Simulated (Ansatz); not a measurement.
Here is an Ansatz input file for CH3BO3S, SMILES O=COB(O)S. Write the same calculation for the Python package.

```yaml
crystal:
  periodic: [false, false, false]
  atoms:
    - { symbol: O, position_ang: [-0.5103, -1.0319, 1.917] }
    - { symbol: C, position_ang: [-1.2462, -0.0877, 1.35] }
    - { symbol: O, position_ang: [-0.8642, 0.5233, 0.1458] }
    - { symbol: B, position_ang: [0.5018, 0.2028, -0.5759] }
    - { symbol: O, position_ang: [1.3547, -0.8293, -0.0875] }
    - { symbol: S, position_ang: [0.8243, 1.1079, -2.1773] }
    - { symbol: H, position_ang: [-2.145, 0.2305, 1.8104] }
    - { symbol: H, position_ang: [2.0206, -0.3046, 0.5019] }
    - { symbol: H, position_ang: [0.1527, 0.1426, -2.9017] }
basis:
  gaussian:
    orbitals: "6-31G*"
hamiltonian:
  xc: pbe0
scf:
  lower_state_search: standard
output:
  orbitals: {}
  forces: true
```

Script `run_energy.py`:
```python
from pathlib import Path

import ansatz as az
import numpy as np
import pandas as pd

GEOMETRY = """
O    -0.51030   -1.03190    1.91700
C    -1.24620   -0.08770    1.35000
O    -0.86420    0.52330    0.14580
B     0.50180    0.20280   -0.57590
O     1.35470   -0.82930   -0.08750
S     0.82430    1.10790   -2.17730
H    -2.14500    0.23050    1.81040
H     2.02060   -0.30460    0.50190
H     0.15270    0.14260   -2.90170
"""


def main() -> None:
    ch3bo3s = az.Crystal.molecule()
    for line in GEOMETRY.strip().splitlines():
        symbol, *xyz = line.split()
        ch3bo3s = ch3bo3s.atom(symbol, [float(v) for v in xyz])

    setup = ch3bo3s.calculation()
    setup = setup.basis(gaussian="6-31G*")
    setup = setup.functional("pbe0")
    setup = setup.scf(lower_state_search="standard")
    setup = setup.forces().orbitals()
    result = setup.run(threads=1, runs_dir="out")
    r = result.report

    print("reference energy %16.6f eV" % r["reference_energy_ev"])
    print("total energy     %16.6f eV" % r["free_energy_ev"])
    print("occupied orbitals outside the frozen core (up, down):", r["n_occupied"], " frozen:", r["n_frozen"], " virtual:", r["n_virtual"])

    symbols = [site.symbol for site in ch3bo3s.cartesian_sites]
    print("forces (eV/A)")
    for symbol, f in zip(symbols, r["forces_ev_ang"]):
        print(f"  {symbol:2s} {f[0]:9.4f} {f[1]:9.4f} {f[2]:9.4f}")

    charges = r["charge_distribution"]
    table = pd.DataFrame({"atom": symbols, "mulliken": charges["mulliken_charges_e"], "lowdin": charges["lowdin_charges_e"]})
    print(table.round(3).to_string())
    print("dipole (e A):", np.round(charges["dipole_moment_e_ang"], 4) + 0.0)

    lines = Path(r["orbitals_path"]).read_text().splitlines()
    field_of = lambda key: [line.split("=")[1].strip() for line in lines if line.startswith(key)]
    orbitals = [(27.211386 * float(e), s, float(n)) for e, s, n in zip(field_of("Ene="), field_of("Spin="), field_of("Occup="))]
    homo = max(e for e, _, n in orbitals if n > 0.5)
    lumo = min(e for e, _, n in orbitals if n < 0.5)
    for e, spin, n in sorted(orbitals):
        if homo - 10 < e < lumo + 5:
            print(f"{spin:6s} {e:10.3f} eV  occupation {n:.0f}")


if __name__ == "__main__":
    main()
```

```console
$ python run_energy.py
reference energy    -18726.408022 eV
total energy        -18726.408022 eV
occupied orbitals outside the frozen core (up, down): [27, 27]  frozen: 0  virtual: [73, 73]
forces (eV/A)
  O    -4.4950    5.4136   -2.8277
  C     7.1803   -5.5012    0.5159
  O     1.8007   -1.1331    0.4440
  B    -1.7677   -1.7719    2.0683
  O     0.0479    3.8751    0.4890
  S    -0.6435   -0.5212    0.0743
  H    -1.1738    0.7792   -0.0008
  H    -1.3493   -1.6706   -1.2167
  H     0.4003    0.5300    0.4537
  atom  mulliken  lowdin
0    O    -0.430  -0.170
1    C     0.362   0.009
2    O    -0.486  -0.066
3    B     0.482  -0.308
4    O    -0.552  -0.164
5    S    -0.166   0.086
6    H     0.209   0.129
7    H     0.433   0.362
8    H     0.149   0.123
dipole (e A): [-0.0396  0.2989 -0.0666]
Alpha     -15.187 eV  occupation 2
Alpha     -14.694 eV  occupation 2
Alpha     -13.141 eV  occupation 2
Alpha     -12.781 eV  occupation 2
Alpha     -11.942 eV  occupation 2
Alpha     -11.536 eV  occupation 2
Alpha     -10.953 eV  occupation 2
Alpha     -10.307 eV  occupation 2
Alpha      -9.130 eV  occupation 2
Alpha      -8.910 eV  occupation 2
Alpha      -7.610 eV  occupation 2
Alpha      -7.558 eV  occupation 2
Alpha      -1.825 eV  occupation 0
Alpha      -0.346 eV  occupation 0
Alpha       0.754 eV  occupation 0
Alpha       0.986 eV  occupation 0
Alpha       2.201 eV  occupation 0
```

Reading the output:
- The settings weren't tested for convergence.
- The geometry is a force-field or estimated start, not a minimum of this method, and the basis set is short of its limit.
- The Löwdin charges here are taken after orthogonalising the functions within each atom; they differ from plain Löwdin charges, and their signs can be unphysical.
- Alpha marks a spatial orbital of a restricted run, filled by both spins.
- Levels such as HOMO and LUMO are orbital energies: with these approximate functionals they aren't the ionisation energy and electron affinity, and their gap isn't the fundamental gap.
- It ran for 5.6 s on 1 thread of Arm Neoverse V1 (shared host), peak memory 0.3 GiB.

(Lines on the test bed's own set-up are left out of the output.)
